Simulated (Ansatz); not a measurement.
# BrFGeH2: one species, many methods

How much do the methods differ for BrFGeH2? The plan is to run it at one geometry with functionals of several rungs and with coupled cluster, and see how far each lands from CCSD(T) at the basis-set limit for the atomisation energy.

Program: Ansatz 0.2.0, Gaussian basis. Level of theory: functionals in def2-TZVPP, the program's frozen cores in correlated methods. These are calculated values, not measurements.

The runs, in order: LDA (SPW92), PBE-D4, revPBE-D4, BLYP-D4, r2SCAN-D4, B97M-V, PBE0-D4, B3LYP-D4, r2SCANh-D4, r2SCAN0-D4, HSE06-D4, BHLYP-D4, CAM-B3LYP-D4, LC-ωPBE, ωB97X-V, ωB97M-V, B2PLYP, PBE-QIDH; CCSD(T)/def2-SVP; CCSD(T)/def2-TZVPP; MP2/def2-QZVPP; extrapolation to the limit; RPA on PBE.

## Step 1: Structure used throughout

The geometry comes from an earlier relaxation with PBE0-D4 in a triple-zeta def2 set; it is a stationary point.

5 atoms, charge 0, spin multiplicity 1.

Atoms are counted from 1 here; the program's logs count them from 0.

Bond lengths: F1–Ge2 1.731 Å, Ge2–Br3 2.286 Å, Ge2–H4 1.529 Å, Ge2–H5 1.529 Å. Angles: F1–Ge2–Br3 106.7°, F1–Ge2–H4 106.9°, F1–Ge2–H5 106.9°, Br3–Ge2–H4 109.4°, Br3–Ge2–H5 109.4°, H4–Ge2–H5 117.0°.

## Step 2: LDA

This LDA is Slater exchange with PW92 correlation.

Input file in.yaml:

```yaml
crystal:
  periodic: [false, false, false]
  atoms:
    - {symbol: F, position_ang: [-1.404248, -0.636410, 0.708262]}
    - {symbol: Ge, position_ang: [-0.067650, 0.121570, -0.088684]}
    - {symbol: Br, position_ang: [1.786046, -1.117774, 0.415232]}
    - {symbol: H, position_ang: [0.076181, 1.519058, 0.514688]}
    - {symbol: H, position_ang: [-0.340430, 0.039856, -1.590897]}
basis:
  gaussian: {orbitals: def2-TZVPP}
hamiltonian: {xc: lda}
output: {orbitals: {seedname: orbitals}}
```

Further steps of the session: PBE-D4 (GGA); revPBE-D4 (GGA); BLYP-D4 (GGA); r2SCAN-D4 (meta-GGA); B97M-V (meta-GGA); PBE0-D4 (hybrid); B3LYP-D4 (hybrid); r2SCANh-D4 (hybrid); r2SCAN0-D4 (hybrid); HSE06-D4 (hybrid); BHLYP-D4 (hybrid); CAM-B3LYP-D4 (range-separated); LC-ωPBE-D4 (range-separated); ωB97X-V (range-separated); ωB97M-V (range-separated); B2PLYP (double hybrid); PBE-QIDH (double hybrid); CCSD(T) in def2-SVP; CCSD(T) in def2-TZVPP; MP2 in def2-QZVPP; RPA on PBE orbitals.

Before running them: what should the planned runs give, taken together? Wanted: atomisation energy, CCSD(T)/CBS; farthest beyond LDA; mean size of error, GGA; mean size of error, meta-GGA; mean size of error, hybrid; mean size of error, range-separated; mean size of error, double hybrid; gap, smallest and largest; T1 diagnostic.

As calculated:

| quantity | value |
| --- | --- |
| atomisation energy, CCSD(T)/CBS | 14.710 eV |
| functionals within 0.147 eV (1.0 %) | PBE-D4, r2SCAN-D4, B97M-V, ωB97X-V |
| farthest beyond LDA | BHLYP-D4 (-0.768 eV) |
| mean size of error, GGA | 0.355 eV |
| mean size of error, meta-GGA | 0.033 eV |
| mean size of error, hybrid | 0.420 eV |
| mean size of error, range-separated | 0.246 eV |
| mean size of error, double hybrid | 0.332 eV |
| gap, smallest and largest | 5.61 eV (LDA (SPW92)), 12.97 eV (LC-ωPBE) |
| T1 diagnostic | 0.0099 |
| triples share of the correlation energy | 3.1 % |

What this shows: LDA overbinds by 2.044 eV (14 %). PBE-D4 is off by -0.111 eV. Double hybrids carry the basis error of their MP2 part in triple zeta, and no dispersion term here, so their miss is partly the set-up's. Taken by rung, meta-GGA functionals do best (0.033 eV on average) and hybrid ones worst beyond LDA (0.420 eV). The mean of the hybrids holds BHLYP, with half exact exchange. The reference freezes the cores and leaves out relativity and excitations past (T), and its outer-core shells are covered unevenly, so misses under about 0.147 eV can't be ranked. All levels share the lack of spin-orbit coupling, which lowers the free heavy atoms and so the true binding. Hartree-Fock recovers 71 % of the binding; the rest is correlation. CCSD(T) in def2-SVP is off by -1.204 eV, which most functionals beat. The gap grows from 5.6 to 13.0 eV across the functionals, mostly with the share of exact exchange. Correlated methods include outer-core shells of Br, Ge, which these sets cover unevenly.
